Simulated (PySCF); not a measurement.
# C6H9BN2: the cost of one run

Computed with PySCF 2.14.0 and routines of our own; the level stands in each step. Atoms count from 0.

## 1. The system as given

18 atoms, charge 0, multiplicity 1; geometry from: GFN2-xTB.

## 2. Magnetic properties: GIAO B3LYP/pcSseg-1

Job settings and geometry (Å):

```
{"job": {"kind": "mag", "xc": "B3LYP", "basis": "pcSseg-1", "isotopologues": 0}, "charge": 0, "multiplicity": 1}
C     -2.556129    -1.606970    -1.298663
N     -1.823016    -0.769370    -0.752716
B     -1.029341     0.127190    -0.158919
C     -1.159905     1.685300    -0.449396
C      0.130260    -0.405489     0.842190
C      1.378544    -0.545262     0.060158
C      2.398673     0.317506     0.103936
C      3.544353     0.174333    -0.694551
N      4.483549     0.067749    -1.346713
H     -3.497245    -1.920535    -0.851427
H     -2.289312    -2.063813    -2.249217
H     -1.339349     2.238261     0.470078
H     -1.961728     1.924888    -1.142035
H     -0.232507     2.066884    -0.871582
H     -0.148628    -1.373813     1.257991
H      0.274089     0.301815     1.658515
H      1.428083    -1.387646    -0.618585
H      2.390851     1.175290     0.764518
```

Method: GIAO B3LYP/pcSseg-1 magnetisability, rotational g tensor and spin-rotation constants, non-relativistic, gas phase.

Started as:

```bash
$ OMP_NUM_THREADS=1 python excited_run.py task.json out
```

The driver reads the jobs from task.json and runs them one after another.

**Question.** How long does this first job take on 1 thread of Arm Neoverse V1, shared host, and how much memory does it need?

About 49 s, with a peak of 0.96 GiB.
